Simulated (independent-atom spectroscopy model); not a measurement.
# HfN on InP: peak ratios against emission angle

How does the ratio Hf 4d5/2 / In 3d5/2 change with emission angle for this film?

The numbers are computed with independent-atom spectroscopy model (version 2): angle-resolved photoelectron peak ratio of a uniform film on a substrate: exponential attenuation with lengths from TPP-2M (nominal gaps) and the elastic albedo, Dirac-Hartree-Slater cross sections, magic-angle geometry.

## Step 1: Film and substrate

1.8 nm of HfN (13.64 g/cm³) on InP (4.81 g/cm³).

## Step 2: The run

The inputs of this calculation:

```json
{
  "film": "HfN",
  "film_density": 13.64,
  "base": "InP",
  "base_density": 4.81,
  "photon_energy": 1253.6,
  "film_peak": "Hf 4d5/2",
  "base_peak": "In 3d5/2",
  "thickness": 1.8,
  "emission_angle": [0, 10, 20, 30, 40, 45, 50, 55]
}
```

Units: film_density in g/cm³, base_density in g/cm³, photon_energy in eV, thickness in nm, emission_angle in degrees.

What does the calculation give? Wanted: ratio at normal emission; ratio at 55°.

**Answer**, as computed:

| quantity | value |
| --- | --- |
| ratio at normal emission | 4.21 |
| ratio at 55° | 18.7 |
| attenuation length of the substrate peak in the film | 1.02 nm |
| thickness over that length | 1.76 |

**Reading.** At 0° the substrate keeps 17 % of its signal through 1.8 attenuation lengths of film. At 55° the ratio is 4.4 times as large, since the way out grows as 1/cos θ. Islands, roughness and grazing exit, where elastic scattering matters more, are outside the model.
